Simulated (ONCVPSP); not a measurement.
**B: generating and testing an ONCV potential**

Do these settings give a usable potential? It is generated, then checked for transferability, scattering, ghosts and hardness.

The numbers are computed with ONCVPSP 4.0.1 (PBE, scalar-relativistic, spin-unpolarised reference atom).

## (1) The atom and the settings

The settings as typed:

```
element                 : boron (B, Z = 5)
type                    : optimised norm-conserving Vanderbilt (ONCV)
frozen core             : [He]
valence charge          : 3
reference configuration : 2s1 2p2
partial waves           : 2s: rc 1.05 bohr, ncon 4, nbas 9, qcut 6.9 1/bohr, 3 projectors, debl 3.9 Ha; 2p: rc 2.70 bohr, ncon 4, nbas 8, qcut 4.2 1/bohr, 2 projectors, debl 2.8 Ha; d scattering state at 0.35 Ha: rc 2.95 bohr, ncon 3, nbas 8, qcut 2.8 1/bohr, 3 projectors, debl 2.3 Ha
local potential         : polynomial inside 0.70 bohr (lpopt 5, dvloc0 -1 Ha)
core correction         : Teter function, fcfact 4.25, rcfact 1.65
```

An earlier all-electron run gives the scale for the radii.

All-electron outer shells of the reference configuration (PBE, scalar-relativistic, ld1.x):

```
shell  level (eV)  outermost node (bohr)  outermost maximum (bohr)
   1s     -181.74                      –                      0.21
   2s       -9.92                   0.46                      1.52
   2p       -4.06                      –                      1.55
```

## (2) The generation run

B.dat

```
# ATOM AND REFERENCE CONFIGURATION
# atsym  z   nc   nv     iexc    psfile
  B 5.00    1    2        4      upf
#
#   n    l    f
    1    0    2.00
    2    0    1.00
    2    1    2.00
#
# PSEUDOPOTENTIAL AND OPTIMIZATION
# lmax
    2
#
#   l,   rc,      ep,       ncon, nbas, qcut
    0    1.05    0.00    4    9    6.90
    1    2.70    0.00    4    8    4.20
    2    2.95    0.35    3    8    2.80
#
# LOCAL POTENTIAL
# lloc, lpopt,  rc(5),   dvloc0
    4    5    0.70   -1.00
#
# VANDERBILT-KLEINMAN-BYLANDER PROJECTORs
# l, nproj, debl
    0    3    3.90
    1    2    2.80
    2    3    2.30
#
# MODEL CORE CHARGE
# icmod, fcfact, rcfact
    3    4.25    1.65
#
# LOG DERIVATIVE ANALYSIS
# epsh1, epsh2, depsh
   -2.00    5.00    0.02
#
# OUTPUT GRID
# rlmax, drl
    6.00    0.01
#
# TEST CONFIGURATIONS
# ncnf
    4
# nvcnf
#   n    l    f
    2
    2    0    2.00
    2    1    1.00
#
    2
    2    0    2.00
    2    1    0.00
#
    2
    2    0    1.00
    2    1    0.00
#
    2
    2    0    1.00
    2    1    1.00
#
```

Command:

```sh
oncvpsp.x < B.dat > B.out
```

What does the calculation give? Wanted: cutoffs for 1 and 0.1 mHa per electron, occupied waves; bound ghosts; GHOST(+) flags; largest test error; largest phase difference near zero energy, channels read; rms error of d²Exc/dn², without and with the model core.

The runs gave:

```
                                                quantity                             value
  cutoffs for 1 and 0.1 mHa per electron, occupied waves                   12 Ha and 73 Ha
                                            bound ghosts  s at -144.03 eV, p at -600.17 eV
                                          GHOST(+) flags                      s at 6181 eV
                            largest test error (AE − PS)             +452 meV, for 2s1 2p0
largest phase difference near zero energy, channels read                         0.029 rad
 rms error of d²Exc/dn², without and with the model core                 1.80 and 1.55 mHa
```

What this shows: A bound ghost (s, p) makes it unfit for use: electrons can fall into a state that the atom doesn't have. By total energies transferability is poor: the largest error is 452 meV on 27.8 eV, for 2s1 2p0. By its cutoff, 12 Ha for the looser tolerance, it is soft on the atom at that tolerance. The tighter tolerance needs 73 Ha, and converged work needs a cutoff nearer that. At the looser tolerance the 2s wave is the slowest; 2p needs 7 Ha. Near zero energy the phases of the channels with partial waves agree within 0.029 rad. The program also flags highly localised states, GHOST(+) (s). All of this concerns the isolated atom, not yet a solid.
